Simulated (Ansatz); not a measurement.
# C₂H₂BCl: taking an electron away

An exercise on one series of results from a longer session: the logs are not shown, and one member is left open.

Method: unrestricted cation, the program's frozen cores in correlated methods; program: Ansatz 0.2.0, Gaussian basis.

Levels to be run: UKS PBE-D4/def2-TZVPP; UKS r2SCAN-D4/def2-TZVPP; UKS PBE0-D4/def2-TZVPP; UKS B3LYP-D4/def2-TZVPP; UKS wB97X-V/def2-TZVPP; UKS wB97M-V/def2-TZVPP; UKS B2PLYP/def2-TZVPP; UHF-CCSD(T)/def2-TZVPP; UHF-MP2/def2-QZVPP; extrapolation to the limit; then −ε(HOMO) from the neutral's earlier runs with LDA (SPW92), PBE-D4, revPBE-D4, BLYP-D4, r2SCAN-D4, B97M-V, PBE0-D4, B3LYP-D4, r2SCANh-D4, r2SCAN0-D4, HSE06-D4, BHLYP-D4, CAM-B3LYP-D4, LC-ωPBE, ωB97X-V, ωB97M-V.

**The geometry**

The geometry comes from an earlier relaxation with PBE0-D4 in a triple-zeta def2 set; it is a stationary point.

SMILES `ClB1C=C1`, 6 atoms, charge 0, spin multiplicity 1.

Atoms are counted from 1 here; the program's logs count them from 0.

Bond lengths: Cl1–B2 1.727 Å, B2–C3 1.463 Å, B2–C4 1.463 Å, C3–C4 1.351 Å, C3–H5 1.082 Å, C4–H6 1.082 Å. Angles: Cl1–B2–C3 152.5°, Cl1–B2–C4 152.5°, C3–B2–C4 55.0°, B2–C3–C4 62.5°, B2–C3–H5 159.4°, C4–C3–H5 138.1°, B2–C4–C3 62.5°, B2–C4–H6 159.4°, C3–C4–H6 138.1°.

The first run:

in.yaml reads:

```yaml
crystal:
  periodic: [false, false, false]
  atoms:
    - {symbol: Cl, position_ang: [-1.122416, -0.607792, 2.192845]}
    - {symbol: B, position_ang: [-0.355860, -0.202517, 0.699329]}
    - {symbol: C, position_ang: [0.403070, 0.699683, -0.166306]}
    - {symbol: C, position_ang: [0.036791, -0.495882, -0.678721]}
    - {symbol: H, position_ang: [0.941767, 1.581812, -0.484923]}
    - {symbol: H, position_ang: [0.138748, -1.039304, -1.608323]}
basis:
  gaussian: {orbitals: def2-TZVPP}
total_charge: 1
magnetization: {spin_polarized: true, initial_magnetization: 1}
hamiltonian: {xc: pbe, dispersion: d4}
```

On the command line:

```
ansatz run in.yaml --threads 2 --pin off --events-out ev --progress --plain --max-ram 4352MiB
```

Steps of the session up to this table: Cation, UKS PBE-D4/def2-TZVPP; Cation, UKS r2SCAN-D4/def2-TZVPP; Cation, UKS PBE0-D4/def2-TZVPP; Cation, UKS B3LYP-D4/def2-TZVPP; Cation, UKS wB97X-V/def2-TZVPP; Cation, UKS wB97M-V/def2-TZVPP; Cation, UKS B2PLYP (frozen core)/def2-TZVPP; Cation, UHF-CCSD(T)/def2-TZVPP; Cation, UHF-MP2/def2-QZVPP.

One of the session's tables, all rows but one given; the rest of the session is left out.

It belongs to the step «Ionisation energies side by side». Orbital estimates, from the neutral's runs:

```
  functional  −ε(HOMO) (eV)
 LDA (SPW92)           6.55
      PBE-D4           6.44
   revPBE-D4           6.40
     BLYP-D4           6.32
   r2SCAN-D4           6.70
      B97M-V           6.80
     PBE0-D4              ?
    B3LYP-D4           7.55
  r2SCANh-D4           7.19
  r2SCAN0-D4           7.93
    HSE06-D4           7.37
    BHLYP-D4           9.01
CAM-B3LYP-D4           9.14
     LC-ωPBE          10.49
     ωB97X-V          10.13
     ωB97M-V           9.98
```

Q: Estimate the row for PBE0-D4 from the others.

**Answer.** −ε(HOMO) (eV): 7.77. In the column «−ε(HOMO) (eV)» it lies between B3LYP-D4 (7.55) and r2SCAN0-D4 (7.93).
